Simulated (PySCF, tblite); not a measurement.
# C5H9NSi: a rotation path, then NMR shifts on frames, part 1 of 2

Aim: move C5H9NSi (`CC[Si]1(C#N)CC1`) away from its starting geometry and see how NMR shifts follow the geometry.

The runs use tblite 0.8.0 and PySCF 2.14.0, with density-fitted response routines of our own; the level of theory stands in each step. All values are computed, except where a source is named. Atoms count from 0, in the outputs and in this text.

## 1. The molecule as given

16 atoms, charge 0, multiplicity 1; geometry from: GFN2-xTB.

Bonds of the start (Å): C0–C1 1.53, C1–Si2 1.89, Si2–C3 1.86, C3–N4 1.15, Si2–C5 1.89, C5–C6 1.54, C6–Si2 1.88, C0–H7 1.09, C0–H8 1.09, C0–H9 1.09, C1–H10 1.09, C1–H11 1.09, C5–H12 1.08, C5–H13 1.08, C6–H14 1.08, C6–H15 1.08.

## 2. The rotation path with GFN2-xTB

What the job is given:

```
{"job": {"kind": "neb", "xc": "GFN2-xTB", "basis": "xTB", "atoms": [0, 1, 2, 6], "turn": 120}, "charge": 0, "multiplicity": 1}
C     -2.278925    -0.067140    -0.662366
C     -1.321355    -0.417705     0.474370
Si     0.410967     0.301973     0.210725
C      0.404208     2.130417    -0.109916
N      0.362684     3.257648    -0.314649
C      1.871284    -0.617254    -0.550522
C      1.997037    -0.379623     0.965959
H     -3.267551    -0.479827    -0.469211
H     -1.920940    -0.467134    -1.608478
H     -2.375298     1.011834    -0.765459
H     -1.251185    -1.502341     0.569864
H     -1.735579    -0.046709     1.413897
H      1.761799    -1.647928    -0.857365
H      2.586265    -0.093423    -1.168240
H      2.786697     0.289680     1.273554
H      1.962294    -1.263527     1.586429
```

Level: GFN2-xTB climbing-image nudged elastic band, gas phase.

The run is started by

```bash
> OMP_NUM_THREADS=1 python probes_run.py task.json out
```

This one command runs all jobs of the session in turn.

Output:

```text
image   E - E0 / eV
  0      -0.0000
  1       0.0059
  2       0.0168
  3       0.0287
  4       0.0352
  5       0.0323
  6       0.0219
  7       0.0107
  8       0.0030
```

It took 2.2 s on 1 thread of Arm Neoverse V1, shared host; peak memory 0.25 GiB.

The final band, with the dihedral C0–C1–Si2–C6:

```
image  dihedral (°)  energy (eV)  energy (kcal/mol)
    0          -156        0.000                0.0
    1          -141        0.006                0.1
    2          -126        0.017                0.4
    3          -111        0.029                0.7
    4           -96        0.035                0.8
    5           -81        0.032                0.7
    6           -67        0.022                0.5
    7           -52        0.011                0.2
    8           -36        0.003                0.1
```

## 3. Nuclear shieldings: image 0, PBE0/pcSseg-1

What the job is given:

```
{"job": {"kind": "nmr", "xc": "PBE0", "basis": "pcSseg-1", "pop": false}, "charge": 0, "multiplicity": 1}
C     -2.278900    -0.067100    -0.662400
C     -1.321400    -0.417700     0.474400
Si     0.411000     0.302000     0.210700
C      0.404200     2.130400    -0.109900
N      0.362700     3.257600    -0.314600
C      1.871300    -0.617300    -0.550500
C      1.997000    -0.379600     0.966000
H     -3.267600    -0.479800    -0.469200
H     -1.920900    -0.467100    -1.608500
H     -2.375300     1.011800    -0.765500
H     -1.251200    -1.502300     0.569900
H     -1.735600    -0.046700     1.413900
H      1.761800    -1.647900    -0.857400
H      2.586300    -0.093400    -1.168200
H      2.786700     0.289700     1.273600
H      1.962300    -1.263500     1.586400
```

Method: GIAO PBE0/pcSseg-1 NMR shielding, non-relativistic, gas phase.

Output:

```text
coarse grid: 13696 points
cycle   1  E = -539.5743342826  dE =  6.672e-01  |g| = 5.409e-01  |ddm| = 3.601e+00
cycle   2  E = -539.4550763692  dE =  1.193e-01  |g| = 9.019e-01  |ddm| = 1.117e+00
cycle   3  E = -539.6419142011  dE = -1.868e-01  |g| = 2.135e-01  |ddm| = 7.215e-01
cycle   4  E = -539.6515664543  dE = -9.652e-03  |g| = 4.780e-02  |ddm| = 1.424e-01
cycle   5  E = -539.6520256967  dE = -4.592e-04  |g| = 1.799e-02  |ddm| = 5.299e-02
cycle   6  E = -539.6521151765  dE = -8.948e-05  |g| = 3.554e-03  |ddm| = 2.032e-02
cycle   7  E = -539.6521182683  dE = -3.092e-06  |g| = 9.027e-04  |ddm| = 3.912e-03
final grid: 127312 points
cycle   8  E = -539.6936234826  dE = -2.990e-05  |g| = 8.263e-03  |ddm| = 2.432e-02
cycle   9  E = -539.6936155544  dE =  7.928e-06  |g| = 1.005e-02  |ddm| = 1.397e-02
cycle  10  E = -539.6936403647  dE = -2.481e-05  |g| = 1.701e-03  |ddm| = 7.915e-03
cycle  11  E = -539.6936409695  dE = -6.047e-07  |g| = 5.385e-04  |ddm| = 1.296e-03
cycle  12  E = -539.6936410284  dE = -5.893e-08  |g| = 1.281e-04  |ddm| = 4.120e-04
cycle  13  E = -539.6936410324  dE = -3.974e-09  |g| = 3.969e-05  |ddm| = 1.536e-04
cycle  14  E = -539.6936410328  dE = -3.976e-10  |g| = 1.194e-05  |ddm| = 4.705e-05
converged SCF energy = -539.6936410328

GIAO shielding tensors (ppm)
atom      isotropic    diamagn.    paramagn.     s11        s22        s33       span
  0 C      175.073     246.849     -71.776    165.984    171.371    187.863     21.879
  1 C      180.245     253.103     -72.859    168.165    181.758    190.811     22.647
  2 Si     469.144     882.032    -412.888    355.553    363.685    688.194    332.642
  3 C       62.222     263.400    -201.178    -52.204    -49.773    288.645    340.849
  4 N      -95.821     338.182    -434.003   -306.382   -292.874    311.795    618.177
  5 C      185.361     256.787     -71.426    167.400    181.594    207.088     39.688
  6 C      186.039     257.536     -71.497    168.898    182.515    206.705     37.807
  7 H       30.121      27.844       2.277     24.806     27.276     38.282     13.476
  8 H       30.493      30.085       0.408     25.791     29.199     36.490     10.700
  9 H       30.162      29.821       0.341     25.305     29.372     35.807     10.502
 10 H       31.356      32.082      -0.726     25.669     29.701     38.698     13.029
 11 H       30.134      30.807      -0.673     24.855     28.899     36.647     11.792
 12 H       30.952      32.183      -1.231     26.423     26.895     39.539     13.115
 13 H       30.767      31.017      -0.250     25.941     26.741     39.620     13.679
 14 H       30.754      30.496       0.257     25.802     26.722     39.738     13.936
 15 H       31.015      31.726      -0.711     26.127     27.152     39.766     13.639
```

Run time: 25 s. Hardware: 1 thread of Arm Neoverse V1, shared host; peak memory 0.83 GiB.

Shifts follow as δ = σ(reference) − σ, with reference shieldings (ppm) from runs at the same level and on the same kind of geometry: 1H TMS 31.72, 13C TMS 186.9, 29Si TMS 349.2, 15N NH3 267.7. The references are single molecules in the gas phase, so shifts against H2O, NH3, PH3, H3PO4 or CFCl3 are not on the usual liquid scales and can be off by tens of ppm. Each atom is listed at this fixed geometry, with no averaging over motion; a spectrum would average atoms that exchange fast.

```csv
atoms,environment,σ (ppm),δ (ppm)
C3,nitrile carbon,62.2,124.7
C0,methyl carbon,175.1,11.9
C1,sp3 CH2 bonded to Si,180.2,6.7
C5,three-membered-ring carbon,185.4,1.6
C6,three-membered-ring carbon,186.0,0.9
H7,hydrogen on a methyl carbon,30.12,1.60
H11,hydrogen on an sp3 CH2 bonded to Si,30.13,1.58
H9,hydrogen on a methyl carbon,30.16,1.56
H8,hydrogen on a methyl carbon,30.49,1.22
H14,hydrogen on a three-membered-ring carbon,30.75,0.96
H13,hydrogen on a three-membered-ring carbon,30.77,0.95
H12,hydrogen on a three-membered-ring carbon,30.95,0.76
H15,hydrogen on a three-membered-ring carbon,31.01,0.70
H10,hydrogen on an sp3 CH2 bonded to Si,31.36,0.36
Si2,"silicon bonded to 4 C, in a 3-membered ring",469.1,-120.0
N4,nitrile nitrogen,-95.8,363.5
```

Ring of atoms Si2, C5, C6: NICS(0) -25.1, NICS(1) -7.5, NICS(1)zz -14.5 ppm (means of both faces).

In rings of three or four atoms NICS is ruled by the nearby σ bonds, so it says little on aromaticity.

Orbitals, density, ELF and potential are computed afterwards from the orbital file.

Frontier orbitals at PBE0/pcSseg-1, with the share of their density that lies nearest to each atom:

| orbital | energy (eV) | lies on |
| --- | --- | --- |
| HOMO | -7.20 | Si2 28 %; C5, C6 about 21 % each |
| LUMO | -0.53 | C3 24 %; N4 23 %; Si2 20 % |

ELF in a plane through or near 6 of the atoms.

Ten even steps from '0' (0.00) to '9' (1.00):
```
0000000000000000000000000000
0000000000000000000000000000
0000000000037886200000000000
0000000000268998510000000000
0000000001367367510000000000
0000000001368886310000000000
0000000000464156300352000000
0000000000169985007999200000
0000000000112242019998200000
0000002233416616336784210000
0000002588641178686189993000
0000001466311245555599994000
0000000110000028961049960000
0000000000000049981000000000
0000000000000002420000000000
0000000000000000000000000000
0000000000000000000000000000
0000000000000000000000000000
0000000000000000000000000000
0000000000000000000000000000
```
The map spans 11.7 Å across and 11.8 Å up, centred on the molecule. Atoms in the plane (x, y in Å): C0 (2.3, -0.1), Si2 (-0.4, 0.3), C3 (-0.3, 2.1), N4 (-0.1, 3.3), H7 (3.3, -0.7), H9 (2.5, 0.9).

On the surface of density 0.002 e/bohr³ the electrostatic potential runs, from the 1st to the 99th percentile, from -1.73 V near N4 to 1.13 V near H10.

## 4. Nuclear shieldings: image 2, PBE0/pcSseg-1

What the job is given:

```
{"job": {"kind": "nmr", "xc": "PBE0", "basis": "pcSseg-1", "pop": false}, "charge": 0, "multiplicity": 1}
C     -2.170100    -0.321200    -0.728300
C     -1.373700    -0.223300     0.571000
Si     0.391800     0.409600     0.292000
C      0.514900     2.258200     0.170600
N      0.569500     3.399700     0.084200
C      1.745400    -0.496400    -0.660600
C      1.955400    -0.472700     0.866000
H     -3.186900    -0.656000    -0.527600
H     -1.703800    -1.029600    -1.409000
H     -2.221700     0.646500    -1.223300
H     -1.341300    -1.205500     1.046300
H     -1.891200     0.444000     1.263800
H      1.546400    -1.464900    -1.097100
H      2.472300     0.054700    -1.240500
H      2.806000     0.093700     1.215300
H      1.879500    -1.427900     1.365700
```

Level: GIAO PBE0/pcSseg-1 NMR shielding, non-relativistic, gas phase.

Output:

```text
coarse grid: 13696 points
cycle   1  E = -539.5733615936  dE =  6.642e-01  |g| = 5.422e-01  |ddm| = 3.599e+00
cycle   2  E = -539.4515488788  dE =  1.218e-01  |g| = 9.083e-01  |ddm| = 1.122e+00
cycle   3  E = -539.6414081835  dE = -1.899e-01  |g| = 2.119e-01  |ddm| = 7.280e-01
cycle   4  E = -539.6509009365  dE = -9.493e-03  |g| = 4.849e-02  |ddm| = 1.418e-01
cycle   5  E = -539.6513778102  dE = -4.769e-04  |g| = 1.790e-02  |ddm| = 5.401e-02
cycle   6  E = -539.6514666100  dE = -8.880e-05  |g| = 3.606e-03  |ddm| = 2.044e-02
cycle   7  E = -539.6514698012  dE = -3.191e-06  |g| = 9.149e-04  |ddm| = 3.979e-03
final grid: 127312 points
cycle   8  E = -539.6926955870  dE = -2.999e-05  |g| = 8.169e-03  |ddm| = 2.318e-02
cycle   9  E = -539.6926870602  dE =  8.527e-06  |g| = 1.010e-02  |ddm| = 1.378e-02
cycle  10  E = -539.6927118431  dE = -2.478e-05  |g| = 1.905e-03  |ddm| = 8.031e-03
cycle  11  E = -539.6927126181  dE = -7.750e-07  |g| = 5.290e-04  |ddm| = 1.392e-03
cycle  12  E = -539.6927126757  dE = -5.759e-08  |g| = 1.288e-04  |ddm| = 4.389e-04
cycle  13  E = -539.6927126797  dE = -4.032e-09  |g| = 4.121e-05  |ddm| = 1.566e-04
cycle  14  E = -539.6927126801  dE = -4.302e-10  |g| = 1.169e-05  |ddm| = 4.865e-05
converged SCF energy = -539.6927126801

GIAO shielding tensors (ppm)
atom      isotropic    diamagn.    paramagn.     s11        s22        s33       span
  0 C      174.160     246.961     -72.801    163.617    171.866    186.997     23.380
  1 C      179.703     253.017     -73.314    169.651    180.154    189.304     19.653
  2 Si     467.997     881.924    -413.927    356.956    365.125    681.908    324.952
  3 C       61.742     263.156    -201.414    -53.242    -50.354    288.822    342.065
  4 N      -93.587     338.117    -431.704   -306.260   -286.799    312.298    618.558
  5 C      186.447     256.626     -70.179    167.230    183.148    208.963     41.733
  6 C      184.368     257.311     -72.943    167.416    180.567    205.123     37.707
  7 H       30.195      27.915       2.280     24.759     27.344     38.483     13.724
  8 H       30.576      30.476       0.100     25.498     29.803     36.427     10.929
  9 H       30.253      29.829       0.424     25.655     29.211     35.893     10.238
 10 H       31.091      31.755      -0.664     25.314     29.709     38.252     12.938
 11 H       30.249      30.557      -0.308     25.390     28.743     36.613     11.223
 12 H       30.913      32.396      -1.483     26.614     26.796     39.328     12.714
 13 H       30.818      31.048      -0.230     25.899     26.743     39.812     13.913
 14 H       30.704      30.354       0.350     25.719     26.679     39.714     13.995
 15 H       30.984      31.784      -0.800     26.074     27.248     39.629     13.555
```

It took 18 s on 1 thread of Arm Neoverse V1, shared host; peak memory 0.88 GiB.

In short: δ C3 125.2, C0 12.8, C1 7.2, C6 2.6, H7 1.52, H11 1.47 ppm.

(Continued in part 2 of 2.)
